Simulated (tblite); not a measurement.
# C2H10ClNSi3: the cost of one run

Programs: tblite 0.8.0 and PySCF 2.14.0, with density-fitted response routines of our own. Each step states its level of theory. These are calculated values for one molecule in the gas phase, unless marked as measured. Atoms count from 0, in the outputs and in this text.

**1. The starting structure**

17 atoms, charge 0, multiplicity 1; geometry from: force field or distance geometry start.

Bonds of the start (Å): C0–C1 1.32, C1–Si2 1.84, Si2–Cl3 2.06, Si2–Si4 2.33, Si4–N5 1.69, N5–Si6 1.70, C0–H7 1.09, C0–H8 1.09, C1–H9 1.10, Si2–H10 1.50, Si4–H11 1.49, Si4–H12 1.48, N5–H13 1.02, Si6–H14 1.48, Si6–H15 1.47, Si6–H16 1.47.

**2. Relaxing the molecule with GFN2-xTB**

The job: settings as JSON, then the geometry in Å.

```
{"job": {"kind": "relax", "xc": "GFN2-xTB", "basis": "xTB"}, "charge": 0, "multiplicity": 1}
C     -3.260000     0.946100    -0.227900
C     -1.986100     0.664800    -0.001700
Si    -0.747200     0.068400    -1.221200
Cl     0.108700     1.823400    -1.878000
Si     0.823600    -1.358300    -0.268400
N      1.377100    -1.036700     1.296700
Si     2.340500     0.363100     1.353800
H     -3.904700     1.304200     0.581000
H     -3.714800     0.854400    -1.210800
H     -1.587600     0.779100     1.016100
H     -1.431200    -0.545300    -2.403300
H      2.002500    -1.539600    -1.153900
H      0.210700    -2.702100    -0.153900
H      1.943100    -1.823200     1.616400
H      2.875800     0.448700     2.732500
H      1.482500     1.533400     1.089700
H      3.460100     0.231400     0.402900
```

Launch:

```sh
$ OMP_NUM_THREADS=1 python probes_run.py task.json out
```

The driver reads the jobs from task.json and runs them one after another.

Q: Estimate the wall time and peak memory of this first job on 1 thread of Arm Neoverse N1, shared host.

About 4.6 s, with a peak of 0.18 GiB.
